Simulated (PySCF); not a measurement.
# F6Si3 (cyclo-(SiF2)3): the cost of one run

The runs use PySCF 2.14.0, with density-fitted response routines of our own; the level of theory stands in each step. All values are computed, except where a source is named. Atoms count from 0, in the outputs and in this text.

### Step 1. The molecule as given

9 atoms, charge 0, multiplicity 1; geometry from: GFN1-xTB. The atoms were then displaced at random by about 0.03 Å, so the start is not that level's minimum.

Bonds of the start (Å): Si0–F1 1.61, Si0–F2 1.73, Si0–Si3 2.35, Si0–Si6 2.39, Si3–F4 1.66, Si3–F5 1.70, Si3–Si6 2.38, Si6–F7 1.62, Si6–F8 1.67.

### Step 2. Geometry optimisation at PBE0-D3(BJ)/def2-SVP

Job settings and geometry (Å):

```
{"job": {"xc": "PBE0", "basis": "def2-SVP", "d3": "d3bj", "grid": 1, "maxiter": 40, "shake": 0.03, "kind": "geom"}, "charge": 0, "multiplicity": 1}
Si    -0.229930     0.840200    -1.019920
F      0.006330     0.741190    -2.611990
F     -1.066170     2.354810    -0.989220
Si    -0.841540    -0.983320     0.338980
F     -1.138240    -2.503290    -0.262700
F     -2.122340    -0.879060     1.448790
Si     1.263630     0.064260     0.677170
F      2.687110    -0.629190     0.324690
F      1.573900     0.924960     2.068550
```

Command:

```console
OMP_NUM_THREADS=1 python probes_run.py task.json out
```

One launch serves the whole session: the jobs run in the order shown.

Q: Estimate the wall time and peak memory of this first job on 1 thread of Intel Xeon at 2.50GHz, shared host.

About 4.5 min, with a peak of 0.54 GiB.
